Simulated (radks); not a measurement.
# Ionisation of Co: one atom, several choices of functional

One table from this session's results is given with a row withheld; the runs are named, their logs left out.

Program: radks (a radial shooting solver on a logarithmic mesh, Libxc functionals) version 1. Level of theory: scalar-relativistic Kohn-Sham, spin-polarised, spherical densities, finite nucleus; open shells are filled with parallel spins first. These are calculated values, not measurements, unless marked.

### What is computed

* element: cobalt (Z = 27)
* charge: 0
* electrons: 27
* configuration: [Ar] 3d7 4s2
* ion: Co⁺, [Ar] 3d8
* choices: exchange-only r2SCAN; OLYP; AM05; RPBE; PBEsol; XLYP

Outer shells as boxes (Hund's rule):

Co
```
[Ar] core
3d [↑↓][↑↓][↑ ][↑ ][↑ ]
4s [↑↓]
```

Co⁺
```
[Ar] core
3d [↑↓][↑↓][↑↓][↑ ][↑ ]
```

Set-up of the first run:

The run's settings:

```text
Z 27
configuration [Ar] 3d7 4s2
relativity scalar-relativistic
functional r2scan,
spin polarised
nucleus finite rms 3.7875 fm
c 137.035999084
```

Among the steps run: exchange-only r2SCAN: Co; exchange-only r2SCAN: Co⁺; OLYP: Co; OLYP: Co⁺; AM05: Co; AM05: Co⁺; RPBE: Co; RPBE: Co⁺; PBEsol: Co; PBEsol: Co⁺; XLYP: Co; XLYP: Co⁺.

One table of the session follows, with a row left open; its other results are not shown here.

| functional | Δ-SCF (eV) | −ε(HOMO) (eV) | <r> HOMO (bohr) |
| --- | --- | --- | --- |
| exchange-only r2SCAN | 7.597 | 4.649 | 3.085 |
| OLYP | 7.233 | 4.894 | 3.016 |
| AM05 | 7.597 | 5.140 | 2.965 |
| RPBE | ? | ? | ? |
| PBEsol | 7.682 | 5.194 | 2.956 |
| XLYP | 7.900 | 5.180 | 2.962 |

Estimate the missing values for RPBE.

**Answer.** Δ-SCF (eV): 7.611; −ε(HOMO) (eV): 5.103; <r> HOMO (bohr): 2.989. In the column «Δ-SCF (eV)» it lies between AM05 (7.597) and PBEsol (7.682).

Open shells are spherical and high-spin; term and fine-structure splittings are not resolved.
